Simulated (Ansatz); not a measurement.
Run this with Ansatz 0.2.0, Python API and show what comes out.

The script, `ecut_zrb.py`:
```python
# -*- coding: utf-8 -*-
"""Cutoff test for ZrB."""

import logging
import sys
import warnings

import ansatz as az
from ase import Atoms
import pandas as pd

logging.basicConfig(stream=sys.stdout, format="[%(levelname)s] %(message)s")
log = logging.getLogger("zrb")
log.setLevel(logging.INFO)

XC = "pbesol"
DISPERSION = "d3bj"
KGRID = (6, 6, 6)
FILLING = "fermi_dirac"
TOLERANCE = 1e-08
EXTRA_BANDS = 6

warnings.simplefilter("ignore", az.DeckWarning)

atoms = Atoms(
    ["Zr", "B"],
    scaled_positions=[
        (0.5, 0.5, 0.5),
        (0.0, 0.0, 0.0),
    ],
    cell=[
        (0.0, 2.45632, 2.45632),
        (2.45632, 0.0, 2.45632),
        (2.45632, 2.45632, 0.0),
    ],
    pbc=True,
)
xtal = az.Crystal.from_ase(atoms)

calc = (
    xtal.calculation()
    .functional(XC, dispersion=DISPERSION)
    .kpoints(*KGRID, center="monkhorst-pack")
    .occupations(FILLING)
    .scf(tolerance=TOLERANCE, extra_bands=EXTRA_BANDS)
    .stress()
)

rows = []
for value in [250, 350, 450, 550, 650]:
    rep = calc.basis(value).run().report
    rows.append((value, rep["free_energy_ev"] / len(rep["lattice"]["sites"]), rep["n_iterations"], sum(rep["stress_gpa"][i][i] for i in range(3)) / 3, rep["n_pw"]))

table = pd.DataFrame(rows, columns=["cutoff (eV)", "F/atom (eV)", "iterations", "P (GPa)", "plane waves"])
print(table.round(5).to_string(index=False))

# the last row is the reference
for row in rows[:-1]:
    shift = 1000 * (row[1] - rows[-1][1])
    log.info(f"{row[0]}: {shift:+.2f} meV/atom" + ("  (within 2 meV)" if abs(shift) < 2 else ""))
```

Output of `python ecut_zrb.py`:
```text
 cutoff (eV)  F/atom (eV)  iterations  P (GPa)  plane waves
         250  -2141.26160           6 -7.78895          283
         350  -2141.42330           6 -9.01845          459
         450  -2141.42938           6 -9.02847          645
         550  -2141.42958           6 -9.02986          893
         650  -2141.42967           6 -9.03114         1139
[INFO] 250: +168.07 meV/atom
[INFO] 350: +6.37 meV/atom
[INFO] 450: +0.29 meV/atom  (within 2 meV)
[INFO] 550: +0.08 meV/atom  (within 2 meV)
```

From 450 eV on it stays within 2 meV an atom of the value at 650 eV; the first row (250 eV) is off by 168.1 meV and the last but one by 0.08 meV. The energy falls steadily, as expected when plane waves are added. The pressure moves from -7.79 to -9.03 GPa (the program's stress holds a Pulay correction, so it settles early).

Caveats:
- Dispersion corrections can be off by several per cent in the lattices of metals, and by several GPa in the pressure at a fixed cell.
- The mesh is modest for a metal, so energies can be off by several to tens of meV an atom and pressures by half a GPa or more; differences at equal mesh fare better.
- The program warned that this SCF threshold is loose for forces or stresses.
- The mesh has less symmetry than the crystal, which the program warned of.
- Pressure is positive in compression.
- The structure comes from a database of computed cells and needn't be a stable or known phase.
- Shifts are counted from the last row, which is itself no proven limit.
- The script silences the warnings on its input, which a real study should read.
- The whole script took 5 s on 1 thread of Arm Neoverse V1, with other jobs on the host, peak memory 0.42 GiB.

(A comment or docstring line of the script was reworded after the run, the code is as it ran; lines on the test bed's own set-up are left out of the output.)
